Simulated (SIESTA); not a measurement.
Ir: band structure with PBE

Ir, a slab with vacuum:

```
Ir
1.0
     2.71487    0.00000    0.00000
    -1.35743    2.35114    0.00000
     0.00000    0.00000   23.86671
Ir
5
Direct
  0.66667 0.33333 0.31425
  0.33333 0.66667 0.40712
  0.00000 0.00000 0.50000
  0.66667 0.33333 0.59288
  0.33333 0.66667 0.68575
```

The slab is cut from a database's or a generator's crystal, which needn't be the stable form of the element.

```yaml
Program: SIESTA 5.4.2
Task: band structure
Functional: PBE
Potentials_or_basis: PseudoDojo 0.4 standard (PBE files)
Basis: SZP (energy shift 0.003 Ry)
Grid_cutoff: 800 Ry
Energy_shift: 0.003 Ry
k_mesh: 11 × 11 × 1
Occupations: fermi-dirac, width 0.05 eV
Spin: no spin polarisation
dipole_correction: yes
```

```yaml
Largest_force: 0.313 eV/Å
Band_gap_on_the_k_mesh: none (metal or under the smearing width)
```

Forces on the atoms (eV/Å):
```
Ir   0.000  0.000 -0.148
Ir   0.000  0.000 -0.313
Ir   0.000  0.000  0.000
Ir   0.000  0.000  0.313
Ir   0.000  0.000  0.148
```

Stress tensor (GPa, compression positive):
```
-0.03  0.00  0.00
 0.00 -0.03  0.00
 0.00  0.00  2.84
```

Levels at the corners of the path, in eV from the Fermi level:
```csv
point,band 40,band 41,band 42,band 43,band 44,band 45
Γ,-1.24,-1.24,-1.06,-1.06,-0.48,-0.48
M,0.72,0.82,0.96,1.11,1.28,1.59
K,-1.19,0.04,0.04,0.45,0.57,0.57
Γ,-1.24,-1.24,-1.06,-1.06,-0.48,-0.48
A,-1.24,-1.24,-1.06,-1.06,-0.48,-0.48
L,0.72,0.82,0.96,1.11,1.28,1.59
H,-1.19,0.04,0.04,0.45,0.57,0.57
A,-1.24,-1.24,-1.06,-1.06,-0.48,-0.48
L,0.72,0.82,0.96,1.11,1.28,1.59
M,0.72,0.82,0.96,1.11,1.28,1.59
K,-1.19,0.04,0.04,0.45,0.57,0.57
H,-1.19,0.04,0.04,0.45,0.57,0.57
```

Run time: 74 s on 1 thread of Arm Neoverse V2 (shared host), peak memory 0.46 GiB.

Caveat: short orbitals over semicore shells can move pressures by several GPa; the valence orbitals were made in a potential fitted to the semicore shell under them, which widens gaps by tenths of an eV or more; spin-orbit coupling is left out, which moves the levels of the heavy elements; the basis of atomic orbitals isn't converged, which shifts pressures, moduli and gaps.
